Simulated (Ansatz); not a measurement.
From input file to script: Sb, space group Fm-3m in Ansatz 0.2.0.

```yaml
crystal:
  lattice:
    - [0.0, 2.305, 2.305]
    - [2.305, 0.0, 2.305]
    - [2.305, 2.305, 0.0]
  atoms:
    - { symbol: Sb, position: [0.0, 0.0, 0.0] }
kpoints:
  mp_grid:
    grid: [9, 9, 9]
hamiltonian:
  xc: lda
scf:
  occupations:
    method: fermi_dirac
    width: 0.05
basis:
  ecutwfc: 420
output:
  forces: true
  stress: true
  eigenvalues: true
```

`sb_deck.py`
```python
import ansatz as az
import numpy as np

inputs = {
    "crystal": {
        "lattice": [[0.0, 2.305, 2.305], [2.305, 0.0, 2.305], [2.305, 2.305, 0.0]],
        "atoms": [{"symbol": "Sb", "position": [0.0, 0.0, 0.0]}],
    },
    "kpoints": {"mp_grid": {"grid": [9, 9, 9]}},
    "hamiltonian": {"xc": "lda"},
    "scf": {"occupations": {"method": "fermi_dirac", "width": 0.05}},
    "basis": {"ecutwfc": 420},
    "output": {"forces": True, "stress": True, "eigenvalues": True},
}

out = az.Session.from_dict(inputs).plan().execute()
data = out.report

n_atoms = len(data["lattice"]["sites"])
print("F =", round(data["free_energy_ev"], 4), "eV for", n_atoms, "atoms")
print("E(sigma -> 0) =", round(data["energy_sigma0_ev"], 4), "eV, TS =", round(data["entropy_ts_ev"], 5), "eV")
print("closed by", data["closed_by"], "after", data["n_iterations"], "iterations")

print("forces (eV/A)")
for site, force in zip(out.lattice.sites, data["forces_ev_ang"]):
    print(f"  {site.symbol:2s} {force[0]:9.4f} {force[1]:9.4f} {force[2]:9.4f}")

print("band  energy (eV)  occupation, at k =", data["kpoints_frac"][0])
for band, (e, occ) in enumerate(zip(data["eigenvalues_ev"][0], data["occupations"][0]), start=1):
    print(f"{band:4d} {e:12.4f} {occ:9.4f}")

stress = np.array(data["stress_gpa"])
print(f"pressure {np.trace(stress) / 3:.3f} GPa")
print(np.round(stress, 3) + 0.0)
```

```console
$ python sb_deck.py
F = -6335.5102 eV for 1 atoms
E(sigma -> 0) = -6335.5074 eV, TS = 0.00566 eV
closed by deck_thresholds after 6 iterations
forces (eV/A)
  Sb   -0.0000    0.0000    0.0000
band  energy (eV)  occupation, at k = [0.0, 0.0, 0.0]
   1     -16.2984    2.0000
   2     -16.2984    2.0000
   3     -16.2984    2.0000
   4     -16.2426    2.0000
   5     -16.2426    2.0000
   6      -0.7975    2.0000
   7      18.8730    0.0000
   8      18.8730    0.0000
   9      18.8730    0.0000
  10      23.2100    0.0000
  11      23.9545    0.0000
  12      23.9545    0.0000
pressure 4.055 GPa
[[4.055 0.    0.   ]
 [0.    4.055 0.   ]
 [0.    0.    4.055]]
```

Caveats:
- Absolute energies stand on the zero of these potentials, so only differences at equal settings mean something. A total without «per atom» is that of the cell as typed.
- For a metal this k-point mesh is coarse: on a finer one energies can move by several to tens of meV an atom and pressures by half a GPa or more, differences at one mesh by less.
- Pressure is positive in compression.
- This isn't the structure that Sb takes at ambient conditions.
- Levels are Kohn-Sham eigenvalues on this mesh, without spin-orbit coupling.
- Run time: 1 s on 1 thread of Intel(R) Xeon(R) 6975P-C (Granite Rapids), with other jobs on the host, peak memory 0.35 GiB.

(Lines on the test bed's own set-up are left out of the output.)
